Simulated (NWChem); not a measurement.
# CH3Cl (chloromethane): HF/def2-SVP (tol2e 1e-05)

Aim: the electronic atomisation energy of CH3Cl (chloromethane) at HF/def2-SVP (tol2e 1e-05), from 4 runs. 

The calculation is run with NWChem 7.3.0.

8 further runs of the same task are left out: 1 that didn't finish, 7 set aside as unsound or not needed.

## Step 1: Starting point

CH3Cl: 5 atoms, total charge 0, spin state singlet. As SMILES, `CCl`. Geometry: relaxed at PBE0-D4/def2-TZVP.

Bond lengths: C1–Cl2 1.773 Å, C1–H3 1.087 Å, C1–H4 1.088 Å, C1–H5 1.088 Å. Angles: Cl2–C1–H3 108.7°, Cl2–C1–H4 108.7°, Cl2–C1–H5 108.6°, H3–C1–H4 110.3°, H3–C1–H5 110.3°, H4–C1–H5 110.3°.

## Step 2: A single-point energy at HF/def2-SVP (tol2e 1e-05) (run 1)

Contents of nw.nw:

```
start nw
title "CH3Cl energy"
memory total 2200 mb

geometry units angstroms noautosym nocenter noautoz
 C    -0.120900    0.010000    0.051300
 Cl    1.469400   -0.290800   -0.672500
 H    -0.284800   -0.715400    0.844700
 H    -0.880000   -0.097100   -0.720100
 H    -0.133800    1.019700    0.455100
end

basis spherical bse
 * library def2-SVP
end

scf
 singlet
 rhf
 thresh 1e-08
 maxiter 80
 tol2e 1e-05
 print low
end

task scf energy
```

Launch:

```bash
$ nwchem nw.nw > nw.out
```

What it wrote:

```text
[...]
  functions       =    47
[...]
  wavefunction    = RHF
[...]
         Total SCF energy =   -498.934875250988
      One-electron energy =   -790.375329428898
      Two-electron energy =    239.902163291179
 Nuclear repulsion energy =     51.538290886730
        Time for solution =      1.6s
 Task  times  cpu:        1.6s     wall:        1.6s
[...]
```

Wall time 2.3 s (1 thread of Intel Xeon 6975P-C (Granite Rapids), shared host); peak memory 0.096 GiB.

## Step 3: The C atom (run 2)

Contents of c.nw:

```
start c
memory total 2200 mb

geometry units angstrom noautosym nocenter noautoz
 C     0.000000    0.000000    0.000000
end

basis spherical bse
 * library def2-SVP
end

scf
 nopen 2
 uhf
 thresh 1e-08
 maxiter 80
 tol2e 1e-05
 print low
end

task scf
```

Run the same way, it converges to -37.64523 Eh (log not shown).

Run 3 isn't shown in full; the table further down has it.

## Step 4: The H atom at the same level (run 4)

Contents of nw.xyz:

```xyz
1

H      0.000000     0.000000     0.000000
```

Contents of nw.nw:

```
START nw
memory 2200 mb

GEOMETRY units angstrom noautosym nocenter noautoz
  load nw.xyz
END

BASIS spherical bse
  H library def2-SVP
END

SCF
  doublet
  uhf
  thresh 1e-08
  maxiter 80
  tol2e 1e-05
  print low
END

TASK scf energy
```

Run the same way, it converges to -0.49928 Eh (log not shown).

## Step 5: The series

```
run                       level  partner  energy (Eh)  wall time
  1   HF/def2-SVP (tol2e 1e-05)     base  -498.934875      2.3 s
  2  UHF/def2-SVP (tol2e 1e-05)    atoms   -37.645230     0.67 s
  3  UHF/def2-SVP (tol2e 1e-05)    atoms  -459.319303     0.79 s
  4  UHF/def2-SVP (tol2e 1e-05)    atoms    -0.499278     0.62 s
```

## Step 6: Summary of results

At HF/def2-SVP (tol2e 1e-05):

| quantity | value |
| --- | --- |
| H atom: total energy | -0.49928 Eh |
| H atom: ⟨S²⟩ | 0.750 |
| electronic atomisation energy | 12.858 eV |

**Reading.** Taking the molecule apart into free atoms costs 12.86 eV (297 kcal/mol), before zero-point energy and without spin-orbit coupling. Hartree–Fock lacks the correlation of the bonding pairs, which as a rule makes this value much too low; in minimal bases other errors can mask that. All runs together took 4.3 s, the longest 2.3 s.
